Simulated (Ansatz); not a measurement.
# Sb5O: the cost of one run

Program: Ansatz 0.2.0. Level of theory: DFT PBE, scalar-relativistic, plane waves, PAW. These are calculated values, not measurements.

### 1 Starting point

Symmetry: P-62m, No. 189, hexagonal system. Conventional cell: a = 5.765 Å, b = 5.765 Å, c = 5.376 Å, α = 90.00°, β = 90.00°, γ = 120.00°. Sb (site symmetry m2m) is surrounded by 10 Sb at 3.29 to 3.39 Å and 2 O at 3.33 Å. Sb (site symmetry -6) is surrounded by 9 Sb at 3.29 to 3.33 Å and 3 O at 3.33 Å. O (site symmetry -62m) has 12 Sb at 3.33 Å as nearest neighbours.

Structure file:

```
Sb O
1.0
     5.76451    0.00000    0.00000
    -2.88225    4.99221    0.00000
     0.00000    0.00000    5.37632
Sb O
5 1
Direct
  0.65997 0.00000 0.50000
  0.66667 0.33333 0.00000
  0.34003 0.34003 0.50000
  0.00000 0.65997 0.50000
  0.33333 0.66667 0.00000
  0.00000 0.00000 0.00000
```

Recipe of the guess: species swapped into a database cell of MgPt5 (P-62m, No. 189), with O on the Mg sites and Sb on the Pt sites. The dimensions are guesses.

### 2 The guess as it stands, on a coarse mesh

Contents of input.yaml:

```yaml
crystal:
  lattice:
    - [5.76450774, 0.0, 0.0]
    - [-2.88225387, 4.99221014, 0.0]
    - [0.0, 0.0, 5.37631816]
  atoms:
    - { symbol: Sb, position: [0.65997303, 0.0, 0.5] }
    - { symbol: Sb, position: [0.66666667, 0.33333333, 0.0] }
    - { symbol: Sb, position: [0.34002697, 0.34002697, 0.5] }
    - { symbol: Sb, position: [0.0, 0.65997303, 0.5] }
    - { symbol: Sb, position: [0.33333333, 0.66666667, 0.0] }
    - { symbol: O, position: [0.0, 0.0, 0.0] }
basis:
  ecutwfc: 420
kpoints:
  mp_grid: { grid: [3, 3, 4] }
hamiltonian:
  xc: pbe
scf:
  occupations: { method: gaussian, width: 0.1 }
  lower_state_search: "off"
output:
  forces: true
  stress: true
  eigenvalues: true
```

Command:

```
ansatz run input.yaml --threads 1 --pin off --max-ram 2560MiB --backend cpu --events-out ev --progress --plain --runs-dir out
```

What time and memory should one allow on 1 thread of Intel Xeon Platinum 8488C (Sapphire Rapids), shared host?

About 3.7 s, with a peak of 0.42 GiB.
